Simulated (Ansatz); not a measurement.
# C₆H₁₂O₂: one species, many methods

One table from this session's results is given with a row withheld; the runs are named, their logs left out.

Method: functionals in def2-TZVPP, the program's frozen cores in correlated methods; program: Ansatz 0.2.0, Gaussian basis.

Plan: LDA (SPW92), PBE-D4, revPBE-D4, BLYP-D4, r2SCAN-D4, B97M-V, PBE0-D4, B3LYP-D4, r2SCANh-D4, r2SCAN0-D4, HSE06-D4, BHLYP-D4, CAM-B3LYP-D4, LC-ωPBE, ωB97X-V, ωB97M-V, B2PLYP, PBE-QIDH; CCSD(T)/def2-SVP; CCSD(T)/def2-TZVPP; MP2/def2-QZVPP; extrapolation to the limit; RPA on PBE.

## The relaxed structure

The geometry comes from an earlier relaxation with PBE0-D4 in a triple-zeta def2 set; it is a stationary point, not always the lowest conformer.

SMILES `CCCC(=O)OCC`, 20 atoms, charge 0, spin multiplicity 1.

Atoms are counted from 1 here; the program's logs count them from 0.

Bond lengths: C1–C2 1.519 Å, C1–H9 1.094 Å, C1–H10 1.092 Å, C1–H11 1.092 Å, C2–C3 1.518 Å, C2–H12 1.094 Å, C2–H13 1.093 Å, C3–C4 1.505 Å, C3–H14 1.096 Å, C3–H15 1.093 Å, C4–O5 1.203 Å, C4–O6 1.340 Å, O6–C7 1.433 Å, C7–C8 1.509 Å, C7–H16 1.091 Å, C7–H17 1.091 Å, C8–H18 1.093 Å, C8–H19 1.091 Å and more. Angles: C2–C1–H9 111.1°, C2–C1–H10 111.0°, C2–C1–H11 111.2°, H9–C1–H10 108.1°, H9–C1–H11 107.7°, H10–C1–H11 107.6°, C1–C2–C3 112.9°, C1–C2–H12 109.8°, C1–C2–H13 109.7°, C3–C2–H12 108.5°, C3–C2–H13 108.8°, H12–C2–H13 106.9°, C2–C3–C4 113.2°, C2–C3–H14 110.8°, C2–C3–H15 111.8°, C4–C3–H14 106.1°, C4–C3–H15 108.6°, H14–C3–H15 105.9° and more.

The first run:

File in.yaml:

```yaml
crystal:
  periodic: [false, false, false]
  atoms:
    - {symbol: C, position_ang: [-0.757183, -2.552018, 0.349376]}
    - {symbol: C, position_ang: [0.737828, -2.284211, 0.311738]}
    - {symbol: C, position_ang: [1.098328, -0.878694, 0.758963]}
    - {symbol: C, position_ang: [0.656637, 0.184708, -0.210198]}
    - {symbol: O, position_ang: [0.407581, 0.002858, -1.372712]}
    - {symbol: O, position_ang: [0.606885, 1.385283, 0.382404]}
    - {symbol: C, position_ang: [0.239232, 2.493387, -0.448957]}
    - {symbol: C, position_ang: [-1.260060, 2.629987, -0.553512]}
    - {symbol: H, position_ang: [-1.157452, -2.415035, 1.358332]}
    - {symbol: H, position_ang: [-1.292143, -1.877274, -0.322365]}
    - {symbol: H, position_ang: [-0.982668, -3.574565, 0.039362]}
    - {symbol: H, position_ang: [1.258725, -2.997554, 0.957265]}
    - {symbol: H, position_ang: [1.115137, -2.439033, -0.702310]}
    - {symbol: H, position_ang: [2.184561, -0.768499, 0.857304]}
    - {symbol: H, position_ang: [0.682805, -0.647177, 1.743521]}
    - {symbol: H, position_ang: [0.684292, 3.361668, 0.038552]}
    - {symbol: H, position_ang: [0.691240, 2.362798, -1.433606]}
    - {symbol: H, position_ang: [-1.510763, 3.522229, -1.132188]}
    - {symbol: H, position_ang: [-1.692006, 1.764441, -1.057196]}
    - {symbol: H, position_ang: [-1.710957, 2.726689, 0.436219]}
basis:
  gaussian: {orbitals: def2-TZVPP}
hamiltonian: {xc: lda}
output: {orbitals: {seedname: orbitals}}
```

Run with:

```console
$ ansatz run in.yaml --threads 2 --pin off --events-out ev --progress --plain --max-ram 32768MiB --backend cuda --devices 0, --max-vram 18GiB
```

Among the steps run: LDA; PBE-D4 (GGA); revPBE-D4 (GGA); BLYP-D4 (GGA); r2SCAN-D4 (meta-GGA); B97M-V (meta-GGA); PBE0-D4 (hybrid); B3LYP-D4 (hybrid); r2SCANh-D4 (hybrid); r2SCAN0-D4 (hybrid); HSE06-D4 (hybrid); BHLYP-D4 (hybrid); CAM-B3LYP-D4 (range-separated); LC-ωPBE (range-separated); ωB97X-V (range-separated); ωB97M-V (range-separated); B2PLYP (double hybrid); PBE-QIDH (double hybrid).

One of the session's tables, all rows but one given; the rest of the session is left out.

It belongs to the step «Frontier levels by functional». 

```
  functional  HOMO (eV)  gap (eV)
 LDA (SPW92)      -6.45      5.46
      PBE-D4      -6.23      5.50
   revPBE-D4      -6.14      5.52
     BLYP-D4      -6.14      5.51
   r2SCAN-D4      -6.55      6.11
      B97M-V      -6.71      6.34
     PBE0-D4      -7.87      8.28
    B3LYP-D4      -7.63      7.73
  r2SCANh-D4      -7.17      7.14
  r2SCAN0-D4      -8.11      8.69
    HSE06-D4          ?         ?
    BHLYP-D4      -9.48     11.06
CAM-B3LYP-D4      -9.37     10.93
     LC-ωPBE     -10.67     13.51
     ωB97X-V     -10.36     13.09
     ωB97M-V     -10.32     12.87
```

Estimate the missing values for HSE06-D4.

The run gave: HOMO (eV): -7.46; gap (eV): 7.48. In the column «HOMO (eV)» it lies between B3LYP-D4 (-7.63) and r2SCANh-D4 (-7.17).
